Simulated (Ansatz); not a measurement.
Geometry optimisation, Ansatz, DFT PBE, scalar-relativistic, plane waves, PAW.

The input (input.yaml):

```yaml
accuracy: low
crystal:
  lattice:
    - [5.71566, 0.0, 0.0]
    - [-2.85783, 4.949907, 0.0]
    - [0.0, 0.0, 16.2078]
  atoms:
    - { symbol: W, position: [0.0, 0.0, 0.0616987] }
    - { symbol: C, position: [0.3333333, 0.1666667, 0.1482373] }
    - { symbol: W, position: [0.0, 0.0, 0.2347758] }
    - { symbol: C, position: [0.3333333, 0.1666667, 0.3213144] }
    - { symbol: W, position: [0.0, 0.5, 0.0616987] }
    - { symbol: C, position: [0.3333333, 0.6666667, 0.1482373] }
    - { symbol: W, position: [0.0, 0.5, 0.2347758] }
    - { symbol: C, position: [0.3333333, 0.6666667, 0.3213144] }
    - { symbol: W, position: [0.5, 0.0, 0.0616987] }
    - { symbol: C, position: [0.8333333, 0.1666667, 0.1482373] }
    - { symbol: W, position: [0.5, 0.0, 0.2347758] }
    - { symbol: C, position: [0.8333333, 0.1666667, 0.3213144] }
    - { symbol: W, position: [0.5, 0.5, 0.0616987] }
    - { symbol: C, position: [0.8333333, 0.6666667, 0.1482373] }
    - { symbol: W, position: [0.5, 0.5, 0.2347758] }
    - { symbol: C, position: [0.8333333, 0.6666667, 0.3213144] }
    - { symbol: C, position: [0.5118725, 0.4846562, 0.3854811] }
basis:
  ecutwfc: 420.0
kpoints:
  mp_grid: { grid: [3, 3, 1] }
hamiltonian:
  xc: pbe
  pseudopotentials: { kind: paw, azcp: { folder: soft_1 } }
scf:
  occupations: { method: fermi_dirac, width: 0.05 }
  lower_state_search: "off"
relax:
  f_tol: 0.08
  max_steps: 25
  adjacent_minimum: "off"
  constraints: [{ sites: [0, 4, 8, 12] }]
```

Run as:

```bash
$ ansatz run input.yaml --threads 2 --pin off --max-ram 5120MiB --backend cpu --events-out ev --progress --plain --runs-dir out
```

Q: Where does it end, and by what steps?

A: It converged. Limits of this set-up: coarse k mesh, thin slab, slab without dipole correction, low accuracy level. After 6 steps the energy has fallen by 5.429 eV; C17 moved furthest, 0.56 Å. Joined: C8–C17 (2.07 → 1.50 Å).

```tsv
step	energy less start (eV)	largest force component (eV/Å)	accepted
0	0.0000	5.470	yes
1	-3.1681	5.186	yes
2	-4.9234	2.688	yes
3	-5.3529	1.570	yes
4	-5.4224	0.255	yes
5	-5.4284	0.081	yes
6	-5.4291	0.019	yes
```

```xyz
17
Lattice="5.7157 0.0000 0.0000 -2.8578 4.9499 0.0000 0.0000 0.0000 16.2078" Properties=species:S:1:pos:R:3
W 0.000 0.000 1.000
C 1.429 0.794 2.328
W 0.001 0.000 3.978
C 1.429 1.065 5.204
W -1.429 2.475 1.000
C -0.026 3.315 2.328
W -1.429 2.476 3.978
C 0.207 3.180 5.204
W 2.858 0.000 1.000
C 4.287 0.825 2.405
W 2.857 0.000 3.978
C 4.287 0.825 5.109
W 1.429 2.475 1.000
C 2.884 3.315 2.328
W 1.429 2.475 3.650
C 2.650 3.180 5.204
C 1.429 2.475 5.706
```

Run time: 64 s on 2 threads of Arm Neoverse V1, on a shared host, peak memory 0.79 GiB.
